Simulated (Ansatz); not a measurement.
# AlH4NOS: up Jacob's ladder to CCSD(T)

Aim: compute AlH4NOS with functionals from several rungs and with coupled cluster. The yardstick is the atomisation energy at the CCSD(T) limit.

Program: Ansatz 0.2.0, Gaussian basis. Level of theory: functionals in def2-TZVPP, the program's frozen cores in correlated methods. These are calculated values, not measurements.

The runs, in order: LDA (SPW92), PBE-D4, revPBE-D4, BLYP-D4, r2SCAN-D4, B97M-V, PBE0-D4, B3LYP-D4, r2SCANh-D4, r2SCAN0-D4, HSE06-D4, BHLYP-D4, CAM-B3LYP-D4, LC-ωPBE, ωB97X-V, ωB97M-V, B2PLYP, PBE-QIDH; CCSD(T)/def2-SVP; CCSD(T)/def2-TZVPP; MP2/def2-QZVPP; extrapolation to the limit; RPA on PBE.

## Step 1: The geometry

The geometry comes from an earlier relaxation with PBE0-D4 in a triple-zeta def2 set; it is a stationary point, not always the lowest conformer.

SMILES `[NH2][Al]([OH])[SH]`, 8 atoms, charge 0, spin multiplicity 1.

Atoms are counted from 1 here; the program's logs count them from 0.

Bond lengths: N1–Al2 1.761 Å, N1–H5 1.006 Å, N1–H6 1.007 Å, Al2–O3 1.693 Å, Al2–S4 2.178 Å, O3–H7 0.955 Å, S4–H8 1.345 Å. Angles: Al2–N1–H5 125.7°, Al2–N1–H6 124.1°, H5–N1–H6 110.2°, N1–Al2–O3 123.7°, N1–Al2–S4 119.4°, O3–Al2–S4 116.9°, Al2–O3–H7 125.1°, Al2–S4–H8 91.5°.

## Step 2: LDA

This LDA is Slater exchange with PW92 correlation.

File in.yaml:

```yaml
crystal:
  periodic: [false, false, false]
  atoms:
    - {symbol: N, position_ang: [-0.448889, 1.481067, 0.151732]}
    - {symbol: Al, position_ang: [-0.001721, -0.212615, -0.028926]}
    - {symbol: O, position_ang: [1.598420, -0.763069, -0.074013]}
    - {symbol: S, position_ang: [-1.566045, -1.717127, -0.210437]}
    - {symbol: H, position_ang: [0.192773, 2.250817, 0.241770]}
    - {symbol: H, position_ang: [-1.398500, 1.814172, 0.179412]}
    - {symbol: H, position_ang: [2.372266, -0.208428, -0.005295]}
    - {symbol: H, position_ang: [-0.656106, -2.701917, -0.310044]}
basis:
  gaussian: {orbitals: def2-TZVPP}
hamiltonian: {xc: lda}
output: {orbitals: {seedname: orbitals}}
```

Further steps of the session: PBE-D4 (GGA); revPBE-D4 (GGA); BLYP-D4 (GGA); r2SCAN-D4 (meta-GGA); B97M-V (meta-GGA); PBE0-D4 (hybrid); B3LYP-D4 (hybrid); r2SCANh-D4 (hybrid); r2SCAN0-D4 (hybrid); HSE06-D4 (hybrid); BHLYP-D4 (hybrid); CAM-B3LYP-D4 (range-separated); LC-ωPBE-D4 (range-separated); ωB97X-V (range-separated); ωB97M-V (range-separated); B2PLYP (double hybrid); PBE-QIDH (double hybrid); CCSD(T) in def2-SVP; CCSD(T) in def2-TZVPP; MP2 in def2-QZVPP; RPA on PBE orbitals.

**Question.** What will the summary of the whole plan be? Wanted: atomisation energy, CCSD(T)/CBS; farthest beyond LDA; mean size of error, GGA; mean size of error, meta-GGA; mean size of error, hybrid; mean size of error, range-separated; mean size of error, double hybrid; gap, smallest and largest; T1 diagnostic.

The runs gave:

| quantity | value |
| --- | --- |
| atomisation energy, CCSD(T)/CBS | 2807.3 kJ/mol |
| functionals within 14.0 kJ/mol (0.5 %) | B97M-V, CAM-B3LYP-D4, ωB97X-V, ωB97M-V |
| farthest beyond LDA | BHLYP-D4 (-122.2 kJ/mol) |
| mean size of error, GGA | 33.0 kJ/mol |
| mean size of error, meta-GGA | 9.9 kJ/mol |
| mean size of error, hybrid | 59.7 kJ/mol |
| mean size of error, range-separated | 13.9 kJ/mol |
| mean size of error, double hybrid | 56.6 kJ/mol |
| gap, smallest and largest | 4.78 eV (BLYP-D4), 11.93 eV (LC-ωPBE) |
| T1 diagnostic | 0.0111 |
| triples share of the correlation energy | 3.7 % |

LDA overbinds by 377.8 kJ/mol (13 %). PBE-D4 is off by +14.6 kJ/mol. Double hybrids carry the basis error of their MP2 part in triple zeta, and no dispersion term here, so their miss is partly the set-up's. The rungs meta-GGA, range-separated miss on average by less than the doubt on the reference (14.0 kJ/mol), so they tie. The reference freezes the cores and leaves out relativity and excitations past (T), so misses under about 14.0 kJ/mol can't be ranked. Hartree-Fock recovers 69 % of the binding; the rest is correlation. CCSD(T) in def2-SVP is off by -255.4 kJ/mol, which most functionals beat. The gap grows from 4.8 to 11.9 eV across the functionals, mostly with the share of exact exchange.
